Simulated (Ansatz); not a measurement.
LiCuOF, space group P4/mmm, a comparison of functionals at one structure

Computed with Ansatz 0.2.0 through its Python package.

Notebook, run cell by cell (the value of a cell's last expression is shown):

**Cell 1**
```python
import csv

import ansatz as az
from pymatgen.core import Lattice, Structure
from pymatgen.io.ase import AseAtomsAdaptor

pmg_structure = Structure(
    Lattice([(2.794498, 0.0, 0.0), (0.0, 2.794498, 0.0), (0.0, 0.0, 4.988393)]),
    ['Li', 'Cu', 'O', 'F'],
    [
        (0.5, 0.5, 0.5),
        (0.0, 0.0, 0.0),
        (0.5, 0.5, 0.0),
        (0.0, 0.0, 0.5),
    ],
)
xtal = az.Crystal.from_ase(AseAtomsAdaptor.get_atoms(pmg_structure))
```

**Cell 2**
```python
xtal.resolved().sites[-1]
```
Output:
```text
Site(symbol='F', position=(0.0, 0.0, 0.5), moment=None, axis=None, held=None, saved=None)
```

**Cell 3**
```python
model = (
    xtal.calculation()
    .basis(500)
    .kpoints(8, 8, 4)
    .occupations('fermi_dirac', width=0.1)
    .stress()
)
```

**Cell 4**
```python
rows = []
for value in ['pbesol', 'blyp', 'r2scan']:
    rep = model.functional(value).run(threads=1, backend='cpu').report
    rows.append((value, rep['free_energy_ev'] / len(rep['lattice']['sites']), rep['n_iterations'], sum(rep['stress_gpa'][i][i] for i in range(3)) / 3, rep['n_kpoints']))

with open('xc.csv', 'w', newline='') as handle:
    writer = csv.writer(handle)
    writer.writerow(['functional', 'F/atom (eV)', 'iterations', 'P (GPa)', 'k-points'])
    writer.writerows([round(v, 5) if isinstance(v, float) else v for v in row] for row in rows)
print(open('xc.csv').read())
```
Output:
```text
functional,F/atom (eV),iterations,P (GPa),k-points
pbesol,-2038.58301,8,-4.55205,45
blyp,-2055.27422,8,4.38685,45
r2scan,-2054.13117,8,-4.53577,45
```

From lowest to highest: PBEsol (-4.6 GPa), r2SCAN (-4.5 GPa) and BLYP (4.4 GPa). At a fixed cell a lower pressure usually means a smaller equilibrium volume, so PBEsol prefers the smallest cell and BLYP the largest.

Notes:
- The cell holds an odd number of electrons and is run without spin, so a magnetic state may lie lower.
- BLYP can be off by several per cent in the lattices of metals, and by several GPa in the pressure at a fixed cell.
- The mesh is modest for a metal, so energies can be off by several to tens of meV an atom and pressures by half a GPa or more; differences at equal mesh fare better.
- Pressure is positive in compression.
- Without a Hubbard U or exact exchange, semilocal functionals often make such 3d compounds metallic or too weakly gapped.
- The structure comes from a database of computed cells and needn't be a stable or known phase.
- Total energies of different functionals can't be compared; pressures, moments and gaps at this one structure can.
- Wall time of the script: 9.1 s on 1 thread of Intel(R) Xeon(R) Platinum 8488C (Sapphire Rapids), on a shared host, peak memory 0.62 GiB.

(Lines on the test bed's own set-up are left out of the output.)
